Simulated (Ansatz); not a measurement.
The system is NiMoIrPdW.

```xyz
5
Lattice="-1.3700 1.3700 9.7165 1.3700 -1.3700 9.7165 1.3700 1.3700 -9.7165" Properties=species:S:1:pos:R:3 pbc="T T T"
Ni    0.0000    0.0000    3.8598
Mo    0.0000    0.0000   11.8389
Pd    0.0000    0.0000   15.4123
Ir    0.0000    0.0000    7.7623
W     0.0000    0.0000   19.3484
```

The cell was built by a generator and needn't be a form met in nature.

* Program: Ansatz 0.2.0
* Task: relaxation of cell and atoms
* Functional: PBE
* Dispersion: D3(BJ)
* Potentials or basis: Ansatz PAW
* Cutoff: 420 eV (not typed: the program's choice for these potentials)
* k mesh: 10 × 10 × 10
* Occupations: fermi-dirac, width 0.05 eV
* Spin: collinear spin, ferromagnetic start
* Starting moments: [1.0, 1.0, 0.0, 0.6, 0.0] μB

At the start: volume 14.59 Å³/atom.

How do energy, volume and symmetry change on relaxing?

It ends after 5 steps and the volume is 14.15 Å³/atom (-3.0 %); space group I4mm (No. 107, to 0.05 Å); moment 0.00 μB per cell.

Step by step:
| step | energy change (eV) | largest force (eV/Å) | volume (Å³) |
| --- | --- | --- | --- |
| 1 | 0.0000 | 0.0561 | 72.95 |
| 2 | -0.0511 | 0.0603 | 71.05 |
| 3 | -0.0525 | 0.0219 | 70.75 |
| 4 | -0.0525 | 0.0065 | 70.76 |
| 5 | -0.0515 | 0.0065 | 70.76 |

Final structure:
```cif
data_structure
_symmetry_space_group_name_H-M 'P 1'
_symmetry_Int_Tables_number 1
_cell_length_a 9.8283
_cell_length_b 9.8283
_cell_length_c 9.8283
_cell_angle_alpha 164.155
_cell_angle_beta 164.155
_cell_angle_gamma 22.481
_cell_volume 70.76
loop_
_atom_site_label
_atom_site_type_symbol
_atom_site_fract_x
_atom_site_fract_y
_atom_site_fract_z
_atom_site_occupancy
Ni1 Ni 0.19897 0.19897 0.00000 1
Mo1 Mo 0.60969 0.60969 0.00000 1
Pd1 Pd 0.79284 0.79284 0.00000 1
Ir1 Ir 0.39848 0.39848 0.00000 1
W1 W 0.99606 0.99606 0.00000 1
```

Caveat: the plane-wave basis is chosen anew once the cell has moved, so the energies of steps on either side of that aren't comparable; pairwise dispersion overbinds metals, which lowers pressure and volume; the starting moments weren't kept.
